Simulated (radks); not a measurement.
# The series with 34 electrons, Se to Sb¹⁷⁺

Aim: how levels and radii change as the nucleus grows at a fixed number of electrons, all in [Ar] 3d10 4s2 4p4.

Method: Dirac Kohn-Sham, PBE, spin-unpolarised, spherical densities, finite nucleus; open shells are shared between the two j in proportion to 2j + 1. Code: radks (a radial shooting solver on a logarithmic mesh, Libxc functionals) version 1.

### Step 1. The system

```
electrons     : 34
ions          : Se, Br⁺, Kr²⁺, Rb³⁺, Sr⁴⁺, Zr⁶⁺, Nb⁷⁺, Mo⁸⁺, Tc⁹⁺, Ru¹⁰⁺, Rh¹¹⁺, Pd¹²⁺, Ag¹³⁺, Cd¹⁴⁺, In¹⁵⁺, Sn¹⁶⁺, Sb¹⁷⁺
configuration : [Ar] 3d10 4s2 4p4
```

The outer shells:

[Ar] 3d10 4s2 4p4
```
[Ar] core
3d [↑↓][↑↓][↑↓][↑↓][↑↓]
4s [↑↓]
4p [↑↓][↑ ][↑ ]
```

### Step 2. Se

Settings of this run:

```text
Z 34
configuration [Ar] 3d10 4s2 4p4
relativity Dirac
functional pbe,pbe
spin unpolarised
j_filling average
nucleus finite rms 4.14 fm
c 137.035999084
```

### Step 3. Br⁺

Settings of this run:

```text
Z 35
configuration [Ar] 3d10 4s2 4p4 5s0 4d0 5p0
relativity Dirac
functional pbe,pbe
spin unpolarised
j_filling average
nucleus finite rms 4.1629 fm
c 137.035999084
```

### Step 4. Kr²⁺

Settings of this run:

```text
Z 36
configuration [Ar] 3d10 4s2 4p4 5s0 4d0 5p0
relativity Dirac
functional pbe,pbe
spin unpolarised
j_filling average
nucleus finite rms 4.1884 fm
c 137.035999084
```

### Step 5. Rb³⁺

Settings of this run:

```text
Z 37
configuration [Ar] 3d10 4s2 4p4 5s0 4d0 5p0
relativity Dirac
functional pbe,pbe
spin unpolarised
j_filling average
nucleus finite rms 4.2036 fm
c 137.035999084
```

### Step 6. Sr⁴⁺

Settings of this run:

```text
Z 38
configuration [Ar] 3d10 4s2 4p4 5s0 4d0 5p0
relativity Dirac
functional pbe,pbe
spin unpolarised
j_filling average
nucleus finite rms 4.224 fm
c 137.035999084
```

### Step 7. Zr⁶⁺

Settings of this run:

```text
Z 40
configuration [Ar] 3d10 4s2 4p4 5s0 4d0 5p0
relativity Dirac
functional pbe,pbe
spin unpolarised
j_filling average
nucleus finite rms 4.2694 fm
c 137.035999084
```

### Step 8. Nb⁷⁺

Settings of this run:

```text
Z 41
configuration [Ar] 3d10 4s2 4p4 5s0 4d0 5p0
relativity Dirac
functional pbe,pbe
spin unpolarised
j_filling average
nucleus finite rms 4.324 fm
c 137.035999084
```

### Step 9. Mo⁸⁺

Settings of this run:

```text
Z 42
configuration [Ar] 3d10 4s2 4p4 5s0 4d0 5p0
relativity Dirac
functional pbe,pbe
spin unpolarised
j_filling average
nucleus finite rms 4.4091 fm
c 137.035999084
```

### Step 10. Tc⁹⁺

Settings of this run:

```text
Z 43
configuration [Ar] 3d10 4s2 4p4 5s0 4d0 5p0
relativity Dirac
functional pbe,pbe
spin unpolarised
j_filling average
nucleus finite rms 4.4112 fm
c 137.035999084
```

### Step 11. Ru¹⁰⁺

Settings of this run:

```text
Z 44
configuration [Ar] 3d10 4s2 4p4 5s0 4d0 5p0
relativity Dirac
functional pbe,pbe
spin unpolarised
j_filling average
nucleus finite rms 4.4809 fm
c 137.035999084
```

### Step 12. Rh¹¹⁺

Settings of this run:

```text
Z 45
configuration [Ar] 3d10 4s2 4p4 5s0 4d0 5p0
relativity Dirac
functional pbe,pbe
spin unpolarised
j_filling average
nucleus finite rms 4.4945 fm
c 137.035999084
```

### Step 13. Pd¹²⁺

Settings of this run:

```text
Z 46
configuration [Ar] 3d10 4s2 4p4 5s0 4d0 5p0
relativity Dirac
functional pbe,pbe
spin unpolarised
j_filling average
nucleus finite rms 4.5318 fm
c 137.035999084
```

### Step 14. Ag¹³⁺

Settings of this run:

```text
Z 47
configuration [Ar] 3d10 4s2 4p4 5s0 4d0 5p0
relativity Dirac
functional pbe,pbe
spin unpolarised
j_filling average
nucleus finite rms 4.5454 fm
c 137.035999084
```

### Step 15. Cd¹⁴⁺

Settings of this run:

```text
Z 48
configuration [Ar] 3d10 4s2 4p4 5s0 4d0 5p0
relativity Dirac
functional pbe,pbe
spin unpolarised
j_filling average
nucleus finite rms 4.6087 fm
c 137.035999084
```

### Step 16. In¹⁵⁺

Settings of this run:

```text
Z 49
configuration [Ar] 3d10 4s2 4p4 5s0 4d0 5p0
relativity Dirac
functional pbe,pbe
spin unpolarised
j_filling average
nucleus finite rms 4.6156 fm
c 137.035999084
```

### Step 17. Sn¹⁶⁺

Settings of this run:

```text
Z 50
configuration [Ar] 3d10 4s2 4p4 5s0 4d0 5p0
relativity Dirac
functional pbe,pbe
spin unpolarised
j_filling average
nucleus finite rms 4.6519 fm
c 137.035999084
```

### Step 18. Sb¹⁷⁺

Settings of this run:

```text
Z 51
configuration [Ar] 3d10 4s2 4p4 5s0 4d0 5p0
relativity Dirac
functional pbe,pbe
spin unpolarised
j_filling average
nucleus finite rms 4.6802 fm
c 137.035999084
```

Before running it: what results should come out? Wanted: for each run, ion; E; ε(3d3/2); ε(3d5/2); ε(4s1/2); ε(4p1/2); ε(4p3/2); <r>(4p3/2).

As calculated:

```
  ion  E (hartree)  ε(3d3/2) (eV)  ε(3d5/2) (eV)  ε(4s1/2) (eV)  ε(4p1/2) (eV)  ε(4p3/2) (eV)  <r>(4p3/2) (bohr)
   Se  -2430.09341        -53.639        -52.745        -17.282         -6.765         -6.389              2.320
  Br⁺  -2606.10898        -78.536        -77.450        -30.387        -17.853        -17.284              1.974
 Kr²⁺  -2789.00498        -107.57        -106.26        -46.066        -31.517        -30.714              1.748
 Rb³⁺  -2978.78131        -140.36        -138.80        -64.023        -47.467        -46.389              1.582
 Sr⁴⁺  -3175.44768        -176.71        -174.87        -84.111        -65.556        -64.157              1.451
 Zr⁶⁺  -3589.51906        -259.63        -257.11        -130.37        -107.83        -105.64              1.255
 Nb⁷⁺  -3806.96735        -306.07        -303.15        -156.46        -131.92        -129.24              1.178
 Mo⁸⁺  -4031.39112        -355.76        -352.40        -184.47        -157.94        -154.72              1.112
 Tc⁹⁺  -4262.82185        -408.68        -404.82        -214.40        -185.87        -182.04              1.053
Ru¹⁰⁺  -4501.28641        -464.81        -460.40        -246.24        -215.70        -211.18              1.001
Rh¹¹⁺  -4746.82114        -524.12        -519.11        -279.97        -247.42        -242.14             0.9546
Pd¹²⁺  -4999.45807        -586.60        -580.93        -315.60        -281.03        -274.90             0.9124
Ag¹³⁺  -5259.23535        -652.24        -645.85        -353.12        -316.52        -309.45             0.8741
Cd¹⁴⁺  -5526.18768        -721.03        -713.85        -392.53        -353.89        -345.79             0.8391
In¹⁵⁺  -5800.36006        -792.97        -784.93        -433.83        -393.15        -383.92             0.8069
Sn¹⁶⁺  -6081.78957        -868.05        -859.08        -477.04        -434.30        -423.82             0.7773
Sb¹⁷⁺  -6370.52152        -946.28        -936.29        -522.15        -477.35        -465.50             0.7498
```

In words: From Se to Sb¹⁷⁺ the 4p3/2 level deepens by a factor 72.9 and shrinks by a factor 3.09. The order of the levels in the table does not change along the series. The configuration is held, so it need not be the ground state of every ion.
